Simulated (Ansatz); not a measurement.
**SiH2F2 (SMILES F[SiH2]F) at HSE06/STO-3G**

Aim: the electronic atomisation energy of SiH2F2 at HSE06/STO-3G, from 4 runs. 

Program for the calculation: Ansatz 0.2.0.

## Step 1: The molecule

The species is SiH2F2 (5 atoms), meant as a singlet with charge 0. As SMILES, `F[SiH2]F`. The coordinates come from a PBE0-D4/def2-TZVP relaxation.

Bond lengths: F1–Si2 1.586 Å, Si2–F3 1.586 Å, Si2–H4 1.474 Å, Si2–H5 1.474 Å. Angles: F1–Si2–F3 108.0°, F1–Si2–H4 108.5°, F1–Si2–H5 108.5°, F3–Si2–H4 108.5°, F3–Si2–H5 108.5°, H4–Si2–H5 114.6°.

## Step 2: The energy at HSE06/STO-3G

job.yaml

```yaml
crystal:
  periodic: [false, false, false]
  atoms:
    - {symbol: F, position_ang: [-1.079010, 0.538200, 0.980720]}
    - {symbol: Si, position_ang: [-0.005220, -0.000540, -0.054090]}
    - {symbol: F, position_ang: [1.247630, -0.520590, 0.766910]}
    - {symbol: H, position_ang: [-0.590470, -1.138740, -0.786300]}
    - {symbol: H, position_ang: [0.427070, 1.121680, -0.907250]}
basis:
  gaussian:
    orbitals: STO-3G
total_charge: 0
hamiltonian:
  xc: {name: HSE06}
accuracy: high
```

Launch:

```
$ ansatz run job.yaml --threads 1 --pin off --max-ram 3480MiB --events-out events.jsonl --progress --plain --runs-dir runs
```

Standard output:

```text
Warning: RAYON_NUM_THREADS=1 ignored (pool sized by the plan → 1); use --threads N
Functional definition: HSE06
  name "HSE06"
  parameter a = 0.25
  parameter omega = 0.11/bohr
  exchange = pbe_x - a*pbe_x_sr(omega) + a*exact_x_sr(omega)
  correlation = pbe_c
387 factors; integrals over basis functions are off by at most 1.7e-8 eV
52 factors; integrals over basis functions are off by at most 1.9e-9 eV
mean field evaluation 1: about -13164.1215 eV, gradient 2.2e1 eV
mean field evaluation 2: about -13164.6214 eV, gradient 2.1e1 eV
mean field evaluation 4: about -13166.0106 eV, gradient 1.5e-1 eV
mean field evaluation 8: about -13166.0003 eV, gradient 5.9e-4 eV
mean field evaluation 16: about -13166.0003 eV, gradient 2.1e-8 eV
mean field -13166.00029694 eV, -483.8415866772 hartree, gradient 2.1e-8 eV, S^2 0.000000; 0 other end points of the search recorded, 0 dependent functions left out
reference -13166.00029839 eV, -483.8415867304 hartree; 17, 17 occupied and 4, 4 virtual orbitals, 387 factors
Total energy: -13166.00029839 eV, -483.8415867304 hartree
```

It took 1.4 s on 1 thread of Arm Neoverse V2, shared host; peak memory 0.097 GiB.

## Step 3: The F atom at the same level

molecule.yaml

```yaml
crystal:
  periodic: [false, false, false]
  atoms:
    - {symbol: F, position_ang: [0.000000, 0.000000, 0.000000]}
basis:
  gaussian: {orbitals: STO-3G}
magnetization: {spin_polarized: true, initial_magnetization: 1}
hamiltonian: {xc: {name: HSE06}}
accuracy: high
```

Run the same way, it converges to -98.19947 Eh (log not shown).

## Step 4: The H atom, same level

job.yaml

```yaml
basis:
  gaussian:
    orbitals: STO-3G
crystal:
  periodic: [false, false, false]
  atoms:
    - {symbol: H, position_ang: [0.000000, 0.000000, 0.000000]}
accuracy: high
magnetization:
  spin_polarized: true
  initial_magnetization: 1
hamiltonian:
  xc: {name: HSE06}
```

Launch:

```
$ ansatz run job.yaml --threads 1 --pin off --max-ram 3480MiB --events-out events.jsonl --progress --plain --runs-dir runs
```

Standard output, shortened:

```text
Warning: RAYON_NUM_THREADS=1 ignored (pool sized by the plan → 1); use --threads N
[... 6 set-up lines as earlier in the session ...]
1 factors; integrals over basis functions are off by at most 4.6e-10 eV
1 factors; integrals over basis functions are off by at most 1.8e-10 eV
mean field evaluation 1: about -12.6861 eV, gradient 0.0e0 eV
mean field evaluation 2: about -12.6860 eV, gradient 0.0e0 eV
mean field -12.68600353 eV, -0.4662020310 hartree, gradient 0.0e0 eV, S^2 0.750000; 0 other end points of the search recorded, 0 dependent functions left out
reference -12.68600463 eV, -0.4662020713 hartree; 1, 0 occupied and 0, 1 virtual orbitals, 1 factors
Total energy: -12.68600463 eV, -0.4662020713 hartree
```

Run time: 0.14 s. Hardware: 1 thread of Arm Neoverse V2, shared host.

## Step 5: The Si atom, same level

input.yaml

```yaml
basis:
  gaussian: {orbitals: STO-3G}
crystal:
  periodic: [false, false, false]
  atoms:
    - symbol: Si
      position_ang: [0.000000, 0.000000, 0.000000]
magnetization: {spin_polarized: true, initial_magnetization: 2}
hamiltonian: {xc: hse06}
accuracy: high
```

Run the same way, it converges to -285.81686 Eh (log not shown).

## Step 6: Results

Level: HSE06/STO-3G.

```
                     quantity          value
       molecule: total energy  -483.84159 Eh
         F atom: total energy   -98.19947 Eh
                 F atom: ⟨S²⟩          0.750
         H atom: total energy    -0.46620 Eh
                 H atom: ⟨S²⟩          0.750
        Si atom: total energy  -285.81686 Eh
                Si atom: ⟨S²⟩          2.000
electronic atomisation energy      18.868 eV
```

Taking the molecule apart into free atoms costs 18.87 eV (1820 kJ/mol), before zero-point energy and without spin-orbit coupling. In a minimal basis such a difference can be off by several eV, whatever the method.
